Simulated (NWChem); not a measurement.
# BSiH3BrClO (SMILES [SiH3]OB(Cl)Br): levels of theory compared

Wanted: a comparison of 4 runs (HF/STO-3G, HF/3-21G, B3LYP/6-31G*) of BSiH3BrClO. 

The results are computed with NWChem 7.3.0.

**1. Starting point**

BSiH3BrClO: 8 atoms, total charge 0, spin state singlet. SMILES: `[SiH3]OB(Cl)Br`. The shape is that of a PBE0-D4/def2-TZVP optimisation. This is one conformer, not always the lowest.

Bond lengths: Si1–O2 1.670 Å, O2–B3 1.329 Å, B3–Cl4 1.748 Å, B3–Br5 1.932 Å, Si1–H6 1.481 Å, Si1–H7 1.481 Å, Si1–H8 1.479 Å. Angles: Si1–O2–B3 133.7°, O2–B3–Cl4 120.4°, O2–B3–Br5 120.9°, Cl4–B3–Br5 118.8°, O2–Si1–H6 109.4°, O2–Si1–H7 109.3°, O2–Si1–H8 105.5°, H6–Si1–H7 110.8°, H6–Si1–H8 110.8°, H7–Si1–H8 110.8°.

**2. Energy and gradient at HF/STO-3G (run 1)**

run.py

```python
from ase import Atoms
from ase.calculators.nwchem import NWChem

molecule = Atoms(['Si', 'O', 'B', 'Cl', 'Br', 'H', 'H', 'H'], positions=[
    [-0.995100, -0.650000, -0.448800],
    [-0.137100, 0.231600, 0.680400],
    [1.076000, 0.775100, 0.691500],
    [1.640600, 1.646900, 2.097200],
    [2.246400, 0.619500, -0.837800],
    [-1.171100, 0.161300, -1.675000],
    [-0.267300, -1.904600, -0.747000],
    [-2.300500, -0.936800, 0.183700],
])

calc = NWChem(
    label='nw',
    theory='scf',
    memory='2200 mb',
    basis='STO-3G',
    basispar='spherical bse',
    scf={'nopen': '0', 'rhf': None, 'thresh': '1e-08', 'maxiter': '80'},
)
molecule.calc = calc

forces = molecule.get_forces()
print(f"energy = {molecule.get_potential_energy():.6f} eV")
print("forces (eV/A):")
for s, f in zip(molecule.symbols, forces):
    print(f"{s:2s} {f[0]:10.5f} {f[1]:10.5f} {f[2]:10.5f}")
print("dipole (e A):", molecule.get_dipole_moment().round(4))
```

On the command line:

```console
export ASE_NWCHEM_COMMAND="nwchem PREFIX.nwi > PREFIX.nwo"
python run.py
```

Log:

```text
energy = -92110.428984 eV
forces (eV/A):
Si   -1.03024   -0.96447   -1.14769
O     1.93589    1.05662    0.44742
B    -1.91259   -1.73555   -2.01009
Cl    0.39883    0.77714    1.35837
Br   -0.24888    0.05872    0.38582
H     0.21505   -0.83309    1.31034
H    -0.73652    1.34196    0.33193
H     1.37847    0.29861   -0.67605
dipole (e A): [-0.5908 -0.4211 -0.3583]
```

The calculator wrote nw.nwi:

```
title "nw"

permanent_dir nw

scratch_dir nw

start nw

geometry units angstrom nocenter noautosym noautoz
  Si -9.9509999999999998e-01 -6.5000000000000002e-01 -4.4879999999999998e-01
  O  -1.3710000000000000e-01 2.3160000000000000e-01 6.8040000000000000e-01
  B  1.0760000000000001e+00 7.7510000000000001e-01 6.9150000000000000e-01
  Cl 1.6406000000000001e+00 1.6469000000000000e+00 2.0972000000000000e+00
  Br 2.2464000000000000e+00 6.1950000000000005e-01 -8.3779999999999999e-01
  H  -1.1711000000000000e+00 1.6130000000000000e-01 -1.6750000000000000e+00
  H  -2.6729999999999998e-01 -1.9046000000000001e+00 -7.4700000000000000e-01
  H  -2.3005000000000000e+00 -9.3679999999999997e-01 1.8370000000000000e-01
end

memory 2200 mb

basis spherical bse noprint
   * library STO-3G
end

scf
  nopen 0
  rhf
  thresh 1e-08
  maxiter 80
end

task scf gradient
```

nw.nwo:

```text
Northwest Computational Chemistry Package (NWChem) 7.3.0
             --------------------------------------------------------

           Job information
           ---------------

    nwchem branch   = 7.3.0
    use scalapack   = T
    input           = nw.nwi
    prefix          = nw.
    data base       = nw/nw.db
    status          = startup
    nproc           =        1

           Memory information
           ------------------

[... 5 lines left out ...]
    hardfail = no
[... 139 lines left out ...]
         Quadratically convergent ROHF
[... 14 lines left out ...]
       Final RHF  results
[... 4 lines left out ...]
      Two-electron energy =   1802.584205329973
[... 58 lines left out ...]
                       ROHF Final Molecular Orbital Analysis
[... 240 lines left out ...]
                 ----------------------------------------
                 |  Time  |  1-e(secs)   |  2-e(secs)   |
                 ----------------------------------------
                 |  CPU   |       0.00   |       2.31   |
                 ----------------------------------------
                 |  WALL  |       0.00   |       2.31   |
                 ----------------------------------------

 Task  times  cpu:        5.9s     wall:        5.9s
 Total times  cpu:        5.9s     wall:        5.9s
```

It took 6.9 s on 1 thread of Intel Xeon 6975P-C (Granite Rapids), shared host; peak memory 0.096 GiB.

**3. Energy and forces at HF/3-21G (run 2)**

struct.nw

```
START struct
memory 2200 mb

GEOMETRY units angstroms noautosym nocenter noautoz
  Si    -0.995100    -0.650000    -0.448800
  O     -0.137100     0.231600     0.680400
  B      1.076000     0.775100     0.691500
  Cl     1.640600     1.646900     2.097200
  Br     2.246400     0.619500    -0.837800
  H     -1.171100     0.161300    -1.675000
  H     -0.267300    -1.904600    -0.747000
  H     -2.300500    -0.936800     0.183700
END

BASIS spherical bse
  * library 3-21G
END

SCF
  thresh 1e-08
  maxiter 80
END

TASK scf gradient
```

On the command line:

```console
nwchem struct.nw > struct.out
```

Log:

```text
[...]
  functions       =    72
[...]
  wavefunction    = RHF
[...]
         Total SCF energy =  -3405.637261087233
      One-electron energy =  -5661.430147617059
      Two-electron energy =   1793.408045918157
 Nuclear repulsion energy =    462.384840611668
        Time for solution =      4.6s
[...]
                         RHF ENERGY GRADIENTS
    atom               coordinates                        gradient
                 x          y          z           x          y          z
   1 Si     -1.880466  -1.228322  -0.848109    0.023750   0.016140   0.012667
   2 O      -0.259081   0.437661   1.285770   -0.008827  -0.006221  -0.005164
   3 B       2.033345   1.464727   1.306746    0.000754  -0.002369  -0.006027
   4 Cl      3.100284   3.112190   3.963133   -0.005966  -0.010222  -0.017145
   5 Br      4.245080   1.170685  -1.583212   -0.009310   0.001816   0.013388
   6 H      -2.213058   0.304813  -3.165291   -0.000062   0.000908  -0.000396
   7 H      -0.505124  -3.599172  -1.411625    0.000615  -0.000682   0.000365
   8 H      -4.347315  -1.770295   0.347143   -0.000955   0.000630   0.002312
[...]
```

Wall time 8.4 s (1 thread of Intel Xeon 6975P-C (Granite Rapids), shared host); peak memory 0.096 GiB.

Run 3 isn't shown in full; the table further down has it.

**4. Energy and forces at B3LYP/6-31G(d) (Cartesian functions) (run 4)**

struct.xyz

```xyz
8
BBrClH3OSi B3LYP
Si    -0.995100    -0.650000    -0.448800
O     -0.137100     0.231600     0.680400
B      1.076000     0.775100     0.691500
Cl     1.640600     1.646900     2.097200
Br     2.246400     0.619500    -0.837800
H     -1.171100     0.161300    -1.675000
H     -0.267300    -1.904600    -0.747000
H     -2.300500    -0.936800     0.183700
```

run.py

```python
from ase.io import read
from ase.calculators.nwchem import NWChem

system = read('struct.xyz')

calc = NWChem(
    label='struct',
    theory='dft',
    memory='2200 mb',
    basis='6-31G*',
    dft={'xc': 'b3lyp', 'mult': '1', 'grid': 'fine', 'convergence': 'energy 1e-08', 'iterations': '100', 'mulliken': None},
)
system.calc = calc

forces = system.get_forces()
print("Total energy (eV):", round(system.get_potential_energy(), 6))
print("forces (eV/A):")
for s, f in zip(system.symbols, forces):
    print(f"{s:2s} {f[0]:10.5f} {f[1]:10.5f} {f[2]:10.5f}")
print("dipole (e A):", system.get_dipole_moment().round(4))
```

On the command line:

```console
export ASE_NWCHEM_COMMAND="nwchem PREFIX.nwi > PREFIX.nwo"
python run.py
```

Log:

```text
Total energy (eV): -93215.728015
forces (eV/A):
Si   -0.31712   -0.28591   -0.33018
O     0.07436    0.19355    0.36201
B    -0.08027   -0.03060    0.00838
Cl    0.10763    0.20841    0.36391
Br    0.29825   -0.02062   -0.34407
H    -0.03528   -0.01311   -0.02463
H    -0.02607   -0.03327   -0.01687
H    -0.02149   -0.01846   -0.01851
dipole (e A): [-0.3264 -0.2279 -0.1874]
```

The calculator wrote struct.nwi:

```
title "struct"

permanent_dir struct

scratch_dir struct

start struct

geometry units angstrom nocenter noautosym noautoz
  Si -9.9509999999999998e-01 -6.5000000000000002e-01 -4.4879999999999998e-01
  O  -1.3710000000000000e-01 2.3160000000000000e-01 6.8040000000000000e-01
  B  1.0760000000000001e+00 7.7510000000000001e-01 6.9150000000000000e-01
  Cl 1.6406000000000001e+00 1.6469000000000000e+00 2.0972000000000000e+00
  Br 2.2464000000000000e+00 6.1950000000000005e-01 -8.3779999999999999e-01
  H  -1.1711000000000000e+00 1.6130000000000000e-01 -1.6750000000000000e+00
  H  -2.6729999999999998e-01 -1.9046000000000001e+00 -7.4700000000000000e-01
  H  -2.3005000000000000e+00 -9.3679999999999997e-01 1.8370000000000000e-01
end

memory 2200 mb

basis noprint
   * library 6-31G*
end

dft
  xc b3lyp
  mult 1
  grid fine
  convergence energy 1e-08
  iterations 100
  mulliken
end

task dft gradient
```

struct.nwo:

```text
Northwest Computational Chemistry Package (NWChem) 7.3.0
             --------------------------------------------------------

           Job information
           ---------------

    nwchem branch   = 7.3.0
    use scalapack   = T
    input           = struct.nwi
    prefix          = struct.
    data base       = struct/struct.db
    status          = startup
    nproc           =        1

           Memory information
           ------------------

[... 5 lines left out ...]
    hardfail = no
[... 110 lines left out ...]
  convergence criterion.
[... 45 lines left out ...]
          Spatial weights used:  Erf1
[... 32 lines left out ...]
 1-e energy   =   -5676.294914
[... 43 lines left out ...]
           Coulomb energy =     1944.984709476540
[... 833 lines left out ...]
          Convergence on density requested:  1.00D-05
[... 31 lines left out ...]
          total energy or number of iterations.
[... 36 lines left out ...]
                 ----------------------------------------
                 |  Time  |  1-e(secs)   |  2-e(secs)   |
                 ----------------------------------------
                 |  CPU   |       0.01   |      17.37   |
                 ----------------------------------------
                 |  WALL  |       0.01   |      17.37   |
                 ----------------------------------------

 Task  times  cpu:       44.7s     wall:       44.7s
 Total times  cpu:       44.7s     wall:       44.7s
```

Wall time 46 s (1 thread of Intel Xeon 6975P-C (Granite Rapids), shared host); peak memory 0.12 GiB.

**5. All runs side by side**

| run | level | iteration cap | module | energy (Eh) | dipole moment (D) | HOMO energy (eV) | LUMO energy (eV) | wall time |
| --- | --- | --- | --- | --- | --- | --- | --- | --- |
| 1 | HF/STO-3G | 80 | scf | -3384.995858 | 3.89 | -8.87 | 7.30 | 6.9 s |
| 2 | HF/3-21G | 80 | scf | -3405.637261 | 3.22 | -11.53 | 3.25 | 8.4 s |
| 3 | B3LYP/6-31G* (spherical functions) | 100 | dft | -3425.599963 | – | – | – | 41 s |
| 4 | B3LYP/6-31G* (Cartesian functions) | 100 | dft | -3425.614849 | 2.11 | -8.13 | -0.71 | 46 s |

**6. Results**

| quantity | value |
| --- | --- |
| run 4: total energy | -3425.61485 Eh |
| run 4: dipole moment | 2.11 D |
| run 4: HOMO energy | -8.13 eV |
| run 4: LUMO energy | -0.71 eV |
| run 4: HOMO–LUMO gap | 7.42 eV |
| run 4: largest force on an atom | 0.540 eV/Å |

**Reading.** Over runs 1, 2, 4 the dipole moment (its size) runs from 2.11 D (B3LYP/6-31G*) to 3.89 D (HF/STO-3G). The two ends differ in method and basis. Over runs 1, 2, 4 the HOMO–LUMO gap runs from 7.42 eV (B3LYP/6-31G*) to 16.17 eV (HF/STO-3G). In run 1 the basis is minimal, so the values are rough. All runs together took 1.7 min, the longest 46 s.
